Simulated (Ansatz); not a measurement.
Write a Python script for Ansatz's Python interface that makes a comparison of enthalpies under pressure of two structures of Be. Level of theory (first run): r2SCAN, PAW, cutoff 380 eV, 13×13×7 k-points, Fermi-Dirac smearing of 0.05 eV, D3BJATM dispersion.

`transition.py`:
```python
"""Enthalpies of two structures of Be under pressure."""

import logging
import sys
import warnings

import ansatz as az
import numpy as np
from tabulate import tabulate

logging.basicConfig(stream=sys.stdout, format="%(name)s: %(message)s")
log = logging.getLogger("be")
log.setLevel(logging.INFO)


def hcp(first, a):
    return (
        az.Lattice.from_parameters(a, a, 1.633 * a, alpha=90, beta=90, gamma=120)
        .space_group(194)
        .atom(first, [1 / 3, 2 / 3, 0.25])
    )


def fcc(A, a):
    return (
        az.Lattice.fcc(a)
        .space_group(225)
        .atom(A, [0, 0, 0])
        .primitive()
    )


def solve(name, crystal, pressure=0.0):
    calc = crystal.calculation()
    calc = calc.functional("r2scan", dispersion="d3bjatm")
    calc = calc.initial_density(normalization="cell")
    calc = calc.scf(max_iterations=200).accuracy("low")
    calc = calc.basis(380, xc_grid=2).kpoints(spacing=0.26)
    calc = calc.occupations("fermi_dirac", width=0.05)
    calc = calc.relax(force_tolerance=0.03, cell=True, pressure=pressure)
    return calc.run(threads=1, pin="off")


def volume_per_atom(outcome):
    return abs(np.linalg.det(outcome.lattice.cell_ang)) / len(outcome.lattice.sites)

warnings.simplefilter("ignore", az.DeckWarning)

phases = {}
phases["hcp"] = hcp("Be", 2.25)
phases["fcc"] = fcc("Be", 3.19)

# H = E + PV, with 1 eV per cubic angstrom equal to 160.2 GPa
pressures = [0, 5, 10, 20]
enthalpy, volume = {name: [] for name in phases}, {name: [] for name in phases}
for p in pressures:
    for name, crystal in phases.items():
        o = solve(name, crystal, pressure=p)
        volume[name].append(volume_per_atom(o))
        enthalpy[name].append(o.report["energy_sigma0_ev"] / len(o.lattice.sites) + p * volume[name][-1] / 160.21766)
gap = np.array(enthalpy["fcc"]) - np.array(enthalpy["hcp"])
rows = [(p, va, vb, 1000 * d) for p, va, vb, d in zip(pressures, volume["hcp"], volume["fcc"], gap)]
print(tabulate(rows, headers=["P (GPa)", "V hcp (A^3/atom)", "V fcc (A^3/atom)", "H(fcc) - H(hcp) (meV/atom)"], floatfmt=".4f", tablefmt="simple"))
crossings = [p0 - g0 * (p1 - p0) / (g1 - g0) for p0, p1, g0, g1 in zip(pressures, pressures[1:], gap, gap[1:]) if g0 * g1 < 0]
print("crossing near", [round(float(p), 1) for p in crossings], "GPa") if crossings else print("no crossing in this range")
```

```console
$ python transition.py
  P (GPa)    V hcp (A^3/atom)    V fcc (A^3/atom)    H(fcc) - H(hcp) (meV/atom)
---------  ------------------  ------------------  ----------------------------
        0              7.7853              7.7369                       87.5444
        5              7.5052              7.4523                       85.8499
       10              7.2634              7.2127                       84.2583
       20              6.8596              6.8156                       81.3584
no crossing in this range
```

Reading the output:
- These settings explore the input space; cutoff and mesh may be short of convergence.
- The cutoff lies under the one recommended for these potentials.
- Under the recommended cutoff a pressure can be off by several GPa, even in sign.
- At a fixed pressure a relaxation lowers the enthalpy F + PV, while F alone can rise.
- Dispersion corrections can be off by several per cent in the lattices of metals, and by several GPa in the pressure at a fixed cell.
- For the metals among these phases the mesh is modest: differences between phases can be off by up to 40 meV an atom.
- Only these two structures are compared, at zero temperature and with their symmetry kept; either may be hypothetical, and another phase may be lower than both. Differences under about 40 meV an atom lie within the error of mesh and functional.
- The cells are prototypes set up for this calculation and needn't exist.
- The script silences the warnings on its input, which a real study should read.
- Hardware and time: 72 s on 1 thread of Arm Neoverse V2, on a shared host, peak memory 0.33 GiB.
